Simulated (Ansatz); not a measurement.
## Li₂Mg, space group P6_3/mmc: a run that restarts from a saved state

Computed with Ansatz 0.2.0, Python API.

`restart_li2mg.py`:
```python
"""Two stages for Li2Mg: converge the density, then read it back for bands."""

import argparse
import warnings

import ansatz

XC = "pbesol"
VDW = "d3bj"
ECUT = 420
K_SPACING = 0.32
FILLING = "cold"


def main() -> None:
    warnings.simplefilter("ignore", ansatz.DeckWarning)

    lattice = ansatz.Lattice.of(
        (3.07827, 0.0, 0.0),
        (-1.53913, 2.66586, 0.0),
        (0.0, 0.0, 15.4339),
    )
    sites = [
        ("Li", (2 / 3, 1 / 3, 0.58279)),
        ("Li", (2 / 3, 1 / 3, 0.91721)),
        ("Li", (1 / 3, 2 / 3, 0.08279)),
        ("Li", (1 / 3, 2 / 3, 0.41721)),
        ("Mg", (1 / 3, 2 / 3, 0.75)),
        ("Mg", (2 / 3, 1 / 3, 0.25)),
    ]
    li2mg = ansatz.Crystal(lattice=lattice)
    for symbol, position in sites:
        li2mg = li2mg.atom(symbol, position)

    parser = argparse.ArgumentParser()
    parser.add_argument("stage", choices=["scf", "bands"])
    stage = parser.parse_args().stage
    job = (
        li2mg.calculation()
        .functional(XC, dispersion=VDW)
        .basis(ECUT)
        .kpoints(spacing=K_SPACING)
        .occupations(FILLING)
    )
    if stage == "scf":
        r = job.checkpoint(write="ground.run").run(threads=1, backend="cpu").report
        print(f"F = {r['free_energy_ev']:.5f} eV after {r['n_iterations']} iterations, saved")
    else:
        points = {"G": (0.0, 0.0, 0.0), "M": (0.5, 0.0, 0.0), "K": (0.33333, 0.33333, 0.0), "A": (0.0, 0.0, 0.5), "L": (0.5, 0.0, 0.5)}
        result = job.checkpoint(read="ground.run", post_process_only=True).band_structure(list(points.values()), intervals=1).run(threads=1, backend="cpu")
        bands = result.band_structure()
        for label, levels in zip(points, bands.channels[0].eigenvalues_ev - bands.fermi_energy_ev):
            print(f"{label:3s}", " ".join(f"{e:7.3f}" for e in levels if abs(e) < 6))


if __name__ == "__main__":
    main()
```

Running `python restart_li2mg.py scf` prints:
```text
F = -4637.23694 eV after 6 iterations, saved
```

Output of `python restart_li2mg.py bands`:
```text
G    -5.669  -5.624  -3.266  -2.353  -2.318  -0.680   1.399   3.704   4.994
M    -1.006  -0.883  -0.569  -0.514   0.153   0.697   1.941   2.404   2.795   2.810
K     0.469   0.701   0.718   0.718   1.203   1.203   1.778   1.970   1.970   3.118
A    -5.647  -5.647  -3.016  -3.016  -1.376  -1.376   2.366   2.366
L    -0.948  -0.948  -0.552  -0.552   0.415   0.415   2.123   2.123   3.000   3.000
```

Caveats:
- Total energies depend on the potentials; only differences at equal settings carry meaning. A total without «per atom» is that of the cell as typed.
- The computed bands are complete only to about 2.7 eV above the Fermi level.
- Dispersion corrections can be off by several per cent in the lattices of metals, and by several GPa in the pressure at a fixed cell.
- The structure comes from a database of computed cells and needn't be a stable or known phase.
- Gaps and levels are Kohn-Sham values on a finite set of k-points.
- Run time: 2 s on 1 thread of AMD EPYC 9R45 96-Core Processor (Zen 5), on a shared host, peak memory 0.43 GiB.

(Lines on the test bed's own set-up are left out of the output.)
